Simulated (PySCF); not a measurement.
# Cl: excitation energy in aug-cc-pwCVTZ

Aim: the excitation energy of chlorine from differences of total energies, at each level of theory, and how far each lands from the tabulated value where there is one.

The numbers are computed with PySCF 2.14.0 (unrestricted determinants in a Gaussian basis, no spin-orbit coupling in the energies), except any that are marked as measured or tabulated.

### 1 Starting point

| Quantity | Value |
| --- | --- |
| Element | chlorine (Z = 17) |
| Basis | aug-cc-pwCVTZ (8s7p5d3f, 75 functions) |
| Hamiltonian | the non-relativistic Hamiltonian (point nucleus) |
| State 1 | Cl: [Ne] 3s1 3p6, 2S determinant (an excited configuration) |
| Needed too, but not shown | Cl [Ne] 3s2 3p5 (2P) |
| Methods | CCSD(T) |
| Core shells frozen in the correlated runs | valence: [Ne] (for Cl) |

Outer shells as boxes (Hund's rule):

Cl [Ne] 3s1 3p6
```
[Ne] core
3s [↑ ]
3p [↑↓][↑↓][↑↓]
```

The runs were made by one driver on top of PySCF. The scripts below sum up each run's settings (the driver also hands on starting orbitals that pick excited configurations, and frozen orbitals as a list rather than a count), and the logs come from the driver's own runs. The driver starts from symmetry-adapted Hartree-Fock orbitals, holds the occupation by maximum overlap and uses a logarithmic radial grid for functionals, so a plain start would take other cycles.

The integrals over 75 functions and the set-up took 0.17 s of CPU time.

### 2 Cl [Ne] 3s1 3p6, at CCSD(T) (valence)

**CCSD(T) (valence)**

input.py reads:

```python
from pyscf import gto, scf, dft, mp, cc
import basis_set_exchange as bse
mol = gto.M(atom="Cl 0 0 0", charge=0, spin=1, symmetry="D2h",
            basis=gto.basis.parse(bse.get_basis("aug-cc-pwCVTZ", elements=["Cl"], fmt="nwchem")))
mf = scf.UHF(mol)
mf.irrep_nelec = {'Ag': (3, 2), 'B1u': (2, 2), 'B2u': (2, 2), 'B3u': (2, 2)}
mf.kernel()
mycc = cc.CCSD(mf, frozen=5).run()
mycc.ccsd_t()
```

Q: Predict the outcome of this session.

**Answer**, as computed:

| quantity | value |
| --- | --- |
| excitation energy, Cl → [Ne] 3s1 3p6 | UHF 15.414, CCSD(T) (valence) 10.577 eV; reference 10.586 |

Accuracy by level (over 1 difference):

```csv
method,mean absolute miss against the measured value (with the measured fine structure taken into account where it is known) (eV)
UHF,4.828
MP2 (valence),2.391
SCS-MP2 (valence),2.149
CCSD (valence),0.971
CCSD(T) (valence),0.010
```

What this shows: CCSD(T) (valence) lands nearest to the measured value (off by 0.01 eV); UHF misses by most (4.83 eV). All values hold for this basis alone; no basis-set limit was taken.
